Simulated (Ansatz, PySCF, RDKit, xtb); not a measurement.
**Which structure has the formula AlSiH4IO?**

Only the formula AlSiH4IO is given. Aim: find the structure of lowest free energy at 1000 K, then its properties.

The funnel: GFN2-xTB relaxations, single points with a density functional, relaxations at B3LYP-D3(BJ)/def2-SVP, harmonic vibrations, and a last energy at a higher level. All values are calculated.

6 further runs of the same task are left out: 6 set aside as unsound or not needed.

## (1) Possible bonding patterns

A program enumerates the bonding patterns with one Lewis structure each (two rings at most, one unusual centre or charged pair), with their diastereomers. O–O, O–halogen and N–halogen bonds and N–N–N chains are not drawn. That gives 19 candidates.

c040 [SiH2]=[O+][AlH2-][I]; c049 [AlH2][OH+][SiH-]I; c071 [SiH3][O][AlH][I]; c147 [SiH2-][OH+][AlH][I]; c252 [OH][AlH2-][SiH+]I; c260 O[Si+]([AlH3-])I; c285 [AlH3-]/[O+]=[SiH]/I; c331 [AlH3-]/[O+]=[SiH]\I; c368 [OH][AlH][SiH2]I; c449 [OH][Al@H-]([SiH2+])[I]; c501 [OH][Al]([SiH3])[I]; c584 I[Si@@H]1[OH+][AlH2-]1; c585 O[Si@H]([AlH2])I; c624 [I][Al@@H-]1[OH+][SiH2]1; c684 [AlH2][O][SiH2]I; c731 [OH2+][Si-]([AlH2])I; c823 O[SiH+][AlH2-][I]; c894 [OH2+][SiH-][AlH][I]; c949 O[SiH2][AlH][I].

Candidates are built by distance geometry, with a force field where one applies, in up to four conformers (letters a to d). 10 starts with atoms placed at random are added, to find patterns that the rules miss.

Q: Predict the outcome of this search (final energies at CCSD(T)/def2-SVP + MP2/def2-TZVPP - MP2/def2-SVP).

| quantity | value |
| --- | --- |
| lowest structure found | [SiH3][O][AlH][I], singlet, C1 |
| next finalist | [AlH2][O][SiH2]I, singlet, 18.0 kcal/mol higher in G |
| share at equilibrium, among the finalists | 100.0 % |
| harmonic wavenumbers, lowest and highest (B3LYP-D3(BJ)/def2-SVP) | 13 and 2232 cm⁻¹ |
| rotational constants, same geometry | 0.2192, 0.02431, 0.02206 cm⁻¹ |
| dipole moment (PBE0/def2-TZVPD) | 0.71 D |
| HOMO energy (PBE0/def2-TZVPD) | -7.85 eV |
| LUMO energy (PBE0/def2-TZVPD) | -1.29 eV |
| HOMO–LUMO gap (PBE0/def2-TZVPD) | 6.56 eV |
| lowest excitation (TD-CAM-B3LYP/def2-SVPD) | 5.49 eV (f = 0.000) |
| lowest triplet excitation, same level, Tamm-Dancoff | 5.37 eV |
| vertical ionisation energy | 9.93 eV |
| vertical electron affinity | -0.07 eV (unbound: the value depends on the basis) |

The lowest structure found is `[SiH3][O][AlH][I]`. The margin of 18.0 kcal/mol over the next finalist is beyond the usual error of the last level; it says nothing of structures that weren't ranked. GFN2-xTB, HF/STO-3G, r2SCAN-D4/def2-SVP, B3LYP-D3(BJ)/def2-SVP, HF/def2-SVP and MP2/def2-SVP already put its bonding pattern lowest among the structures in one piece. Spin-orbit coupling, which matters for elements this heavy, is left out. Lowest found is not proven lowest: the search is finite, and each finalist counts with one conformer. Patterns outside the rules of the enumeration were met only by chance.
